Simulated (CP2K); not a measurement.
# WAu (F-43m) in CP2K: notebook, part 2 of 2

CP2K 2026.2. Earlier steps stand in the parts before.

**3. Single point, LDA**

The input, wau_scf.inp:

```
&GLOBAL
  PROJECT wau_scf
  RUN_TYPE ENERGY_FORCE
  PRINT_LEVEL LOW
&END GLOBAL
&FORCE_EVAL
  METHOD QS
  STRESS_TENSOR ANALYTICAL
  &DFT
    BASIS_SET_FILE_NAME BASIS_MOLOPT_UZH
    POTENTIAL_FILE_NAME POTENTIAL_UZH
    &MGRID
      CUTOFF 700
      REL_CUTOFF 60
      NGRIDS 5
    &END MGRID
    &QS
      METHOD GPW
      EPS_DEFAULT 1.0E-9
    &END QS
    &KPOINTS
      SCHEME MONKHORST-PACK 8 8 8
      GAMMA_CENTERED T
      SYMMETRY T
      SYMMETRY_BACKEND SPGLIB
    &END KPOINTS
    &SCF
      SCF_GUESS ATOMIC
      EPS_SCF 1.0E-6
      MAX_SCF 100
      ADDED_MOS 16
      CHOLESKY OFF
      EPS_EIGVAL 1.0E-7
      &DIAGONALIZATION ON
        ALGORITHM STANDARD
      &END DIAGONALIZATION
      &MIXING ON
        METHOD BROYDEN_MIXING
        ALPHA 0.4
        BETA 1.5
        NBUFFER 8
      &END MIXING
      &SMEAR ON
        METHOD FERMI_DIRAC
        ELECTRONIC_TEMPERATURE [K] 580.226
      &END SMEAR
    &END SCF
    &XC
      &XC_FUNCTIONAL
        &LDA_X
        &END LDA_X
        &LDA_C_PW
        &END LDA_C_PW
      &END XC_FUNCTIONAL
    &END XC
    &PRINT
      &KPOINTS ON
      &END KPOINTS
      &MULLIKEN ON
      &END MULLIKEN
      &MO ON
        ENERGIES T
        OCCUPATION_NUMBERS T
        &EACH
          QS_SCF 0
        &END EACH
        ADD_LAST NUMERIC
      &END MO
      &E_DENSITY_CUBE ON
        STRIDE 2
      &END E_DENSITY_CUBE
      &V_HARTREE_CUBE ON
        STRIDE 2
      &END V_HARTREE_CUBE
      &ELF_CUBE ON
        STRIDE 2
      &END ELF_CUBE
    &END PRINT
  &END DFT
  &SUBSYS
    &CELL
      A 4.1142442378 0.0000000000 0.0000000000
      B 2.0571221189 3.5630400273 0.0000000000
      C 2.0571221189 1.1876800091 3.3592663533
      PERIODIC XYZ
    &END CELL
    &COORD
      SCALED
      W   0.0000000000 0.0000000000 0.0000000000
      Au  0.7500000000 0.7500000000 0.7500000000
    &END COORD
    &KIND W
      BASIS_SET TZVP-MOLOPT-PBE-GTH-q14
      POTENTIAL GTH-PBE-q14
    &END KIND
    &KIND Au
      BASIS_SET TZVP-MOLOPT-PBE-GTH-q11
      POTENTIAL GTH-PBE-q11
    &END KIND
    &PRINT
      &ATOMIC_COORDINATES ON
      &END ATOMIC_COORDINATES
      &CELL ON
      &END CELL
    &END PRINT
  &END SUBSYS
  &PRINT
    &FORCES ON
    &END FORCES
    &STRESS_TENSOR ON
    &END STRESS_TENSOR
  &END PRINT
&END FORCE_EVAL
```

Potentials or basis: POTENTIAL_UZH W GTH-PBE-q14, Au GTH-PBE-q11; TZVP-MOLOPT-PBE-GTH basis.

Run with:

```sh
> OMP_NUM_THREADS=1 cp2k.psmp -i wau_scf.inp -o wau_scf.out
```

wau_scf.out:

```text

 CP2K| version string:                                       CP2K version 2026.2
 CP2K| Input file name                                               wau_scf.inp

 GLOBAL| Force Environment number                                              1
 GLOBAL| Basis set file name                                    BASIS_MOLOPT_UZH
 GLOBAL| Potential file name                                       POTENTIAL_UZH
 GLOBAL| MM Potential file name                                     MM_POTENTIAL
 GLOBAL| Coordinate file name                                      __STD_INPUT__
 GLOBAL| Method name                                                        CP2K
 GLOBAL| Project name                                                    wau_scf
 GLOBAL| Run type                                                   ENERGY_FORCE
 GLOBAL| FFT library                                                       FFTW3
[... 8 lines left out ...]
 GLOBAL| CPU model name                                                  UNKNOWN

 CELL| Volume [angstrom^3]:                                            49.244214
 CELL| Vector a [angstrom]:       4.114     0.000     0.000   |a| =     4.114244
 CELL| Vector b [angstrom]:       2.057     3.563     0.000   |b| =     4.114244
 CELL| Vector c [angstrom]:       2.057     1.188     3.359   |c| =     4.114244
 CELL| Angle (b,c), alpha [degree]:                                    60.000000
 CELL| Angle (a,c), beta  [degree]:                                    60.000000
 CELL| Angle (a,b), gamma [degree]:                                    60.000000
 CELL| Numerically orthorhombic:                                              NO
 CELL| Periodicity                                                           XYZ

 CELL_REF| Volume [angstrom^3]:                                        49.244214
 CELL_REF| Vector a [angstrom     4.114     0.000     0.000   |a| =     4.114244
 CELL_REF| Vector b [angstrom     2.057     3.563     0.000   |b| =     4.114244
 CELL_REF| Vector c [angstrom     2.057     1.188     3.359   |c| =     4.114244
 CELL_REF| Angle (b,c), alpha [degree]:                                60.000000
 CELL_REF| Angle (a,c), beta  [degree]:                                60.000000
[... 13 lines left out ...]

  Total number of            - Atomic kinds:                                   2
                             - Atoms:                                          2
                             - Shell sets:                                     2
                             - Shells:                                        21
                             - Primitive Cartesian functions:                 12
                             - Cartesian basis functions:                     81
                             - Spherical basis functions:                     69

  Maximum angular momentum of- Orbital basis functions:                        3
                             - Local part of the GTH pseudopotential:          2
                             - Non-local part of the GTH pseudopotential:      4

 MODULE QUICKSTEP: ATOMIC COORDINATES IN ANGSTROM

   Atom Kind Element         X             Y             Z       Z(eff)     Mass
      1    1 W    74      0.000000      0.000000      0.000000  14.0000 183.8400
      2    2 Au   79      6.171366      3.563040      2.519450  11.0000 196.9666

 SCF PARAMETERS         Density guess:                                    ATOMIC
                        --------------------------------------------------------
                        max_scf:                                             100
[... 7 lines left out ...]
                        --------------------------------------------------------
                        level_shift [a.u.]:                             0.000000
                        added MOs                                        16    0
                        --------------------------------------------------------
                        Mixing method:                            BROYDEN_MIXING
                                                charge density mixing in g-space
[... 51 lines left out ...]

 Extrapolation method: initial_guess

 Number of electrons:                                                         25
 Number of occupied orbitals:                                                 13
 Number of molecular orbitals:                                                29

 Number of orbital functions:                                                 69
 Number of independent orbital functions:                                     69

 SCF WAVEFUNCTION OPTIMIZATION

  Step     Update method      Time    Convergence         Total energy    Change
  ------------------------------------------------------------------------------
     1 NoMix/Diag. 0.40E+00    4.0     1.53395631      -101.0551055182 -1.01E+02
     2 Broy./Diag. 0.40E+00    3.8     0.14905716      -103.4908917903 -2.44E+00
     3 Broy./Diag. 0.40E+00    3.8     0.09404850      -102.2650633199  1.23E+00
     4 Broy./Diag. 0.40E+00    3.8     0.06289837      -101.3744746327  8.91E-01
     5 Broy./Diag. 0.40E+00    3.8     0.00841326      -100.9818973235  3.93E-01
     6 Broy./Diag. 0.40E+00    3.8     0.01029160      -100.9980697683 -1.62E-02
     7 Broy./Diag. 0.40E+00    3.8     0.00685534      -100.9916321152  6.44E-03
     8 Broy./Diag. 0.40E+00    3.8     0.00128243      -100.9854189327  6.21E-03
     9 Broy./Diag. 0.40E+00    3.8     0.00013092      -100.9872309254 -1.81E-03
    10 Broy./Diag. 0.40E+00    3.8     0.00025108      -100.9867943538  4.37E-04
    11 Broy./Diag. 0.40E+00    3.8     0.00011739      -100.9864887216  3.06E-04
    12 Broy./Diag. 0.40E+00    3.8     0.00006432      -100.9867463847 -2.58E-04
    13 Broy./Diag. 0.40E+00    3.8     0.00000915      -100.9868446155 -9.82E-05
    14 Broy./Diag. 0.40E+00    3.8     0.00000197      -100.9868496758 -5.06E-06
    15 Broy./Diag. 0.40E+00    3.8     0.00000035      -100.9868453510  4.32E-06

  *** SCF run converged in    15 steps ***

  Electronic density on regular grids:        -24.9999999954        0.0000000046
  Core density on regular grids:               24.9999999697       -0.0000000303
  Total charge density on r-space grids:       -0.0000000257
  Total charge density g-space grids:          -0.0000000257

  Overlap energy of the core charge distribution:               0.00000035228105
  Self energy of the core charge distribution:               -160.11702012804682
  Core Hamiltonian energy:                                     39.84341478187238
  Hartree energy:                                              31.87347681203754
  Exchange-correlation energy:                                -12.58601500320894
  Electronic entropic energy:                                  -0.00070216602824
  Fermi energy:                                                 0.26783551533956

  Total energy:                                              -100.98684535101788
  Total energy (extrapolated to T->0):                       -100.98649426800375

 MO| EIGENVALUES AND OCCUPATION NUMBERS FOR K POINT 1
 MO|
 MO|  Index      Eigenvalue [a.u.]        Eigenvalue [eV]             Occupation
 MO|      1              -2.444455             -66.517007               2.000000
 MO|      2              -1.142809             -31.097428               2.000000
 MO|      3              -1.142349             -31.084900               2.000000
 MO|      4              -1.142349             -31.084899               2.000000
 MO|      5               0.033862               0.921443               2.000000
 MO|      6               0.052346               1.424417               2.000000
[... 476 lines left out ...]
 MO|     28               1.109631              30.194607               0.000000
 MO|     29               1.141923              31.073318               0.000000
 MO| Sum:                                                              25.899160
 MO| E(Fermi):            0.267836 a.u.          7.288175 eV

 [... the levels of further k-points ...]

 The electron density is written in Cube    file format to the file:

 wau_scf-ELECTRON_DENSITY-1_0.cube

 !-----------------------------------------------------------------------------!
                     Mulliken Population Analysis

 #  Atom  Element  Kind  Atomic population                           Net charge
       1     W        1         14.053552                             -0.053552
       2     Au       2         10.946448                              0.053552
 # Total charge                             25.000000                  0.000000

 !-----------------------------------------------------------------------------!

               ----- ELF is computed on the real space grid -----

 ELF is written in Cube    file format to the file:

 wau_scf-ELF_S1-1_0.cube

 ENERGY| Total FORCE_EVAL ( QS ) energy [hartree]           -100.986845513456515

 FORCES| Atomic forces [hartree/bohr]
 FORCES|   Atom     x               y               z               |f|
 FORCES|      1 -5.61901258E-09 -5.48912314E-09  1.10434091E-08   1.35521459E-08
 FORCES|      2  5.58523349E-09  5.46964937E-09 -1.10571745E-08   1.35415289E-08
 FORCES| Sum    -3.37790879E-11 -1.94737618E-11 -1.37654072E-11
 FORCES| Total atomic force                                       4.13490098E-11

 STRESS| Analytical stress tensor [bar]
 STRESS|                        x                   y                   z
 STRESS|      x       -4.05743376278E+04   2.76909272069E-02  -2.78208892731E-02
 STRESS|      y        2.76909272069E-02  -4.05745446614E+04   6.97212709748E-02
 STRESS|      z       -2.78208892731E-02   6.97212709748E-02  -4.05750307926E+04
 STRESS| 1/3 Trace                                            -4.05746376940E+04
 STRESS| Determinant                                          -6.67980756934E+13

 STRESS| Eigenvectors and eigenvalues of the analytical stress tensor [bar]
 STRESS|                        1                   2                   3
 STRESS| Eigenvalues  -4.05750419969E+04  -4.05745376055E+04  -4.05743334795E+04
 STRESS|      x           0.044610790859     -0.115822509605      0.992267616930
 STRESS|      y          -0.141129374248      0.982564532100      0.121034870942
 STRESS|      z           0.988985529249      0.145437569178     -0.027487022542
```

It took 77 s on 1 thread of Arm Neoverse V2, shared host; peak memory 0.48 GiB.

What came out:

```yaml
Free_energy: -2747.9918 eV
Pressure: -4.1 GPa
Band_gap_on_the_k_mesh: none (metal or under the smearing width)
Mulliken_charges: W -0.05; Au +0.05 e
```

Levels at points of the mesh, in eV from the Fermi level:
```csv
k point,band 11,band 12,band 13,band 14,band 15,band 16
"(0.00, 0.00, 0.00)",-0.75,-0.75,-0.75,1.56,1.56,9.83
"(0.00, 0.00, 0.50)",-1.89,-0.26,-0.26,1.40,1.40,2.02
"(0.00, 0.50, 0.50)",-2.84,0.40,1.26,1.51,1.51,2.73
```

Caveat: Mulliken charges move with the basis; the potentials were made for another functional, which shifts forces and pressure; the basis of atomic orbitals isn't converged, which shifts pressures, moduli and gaps. Spin-orbit coupling is left out, which matters for the levels of Au, W.
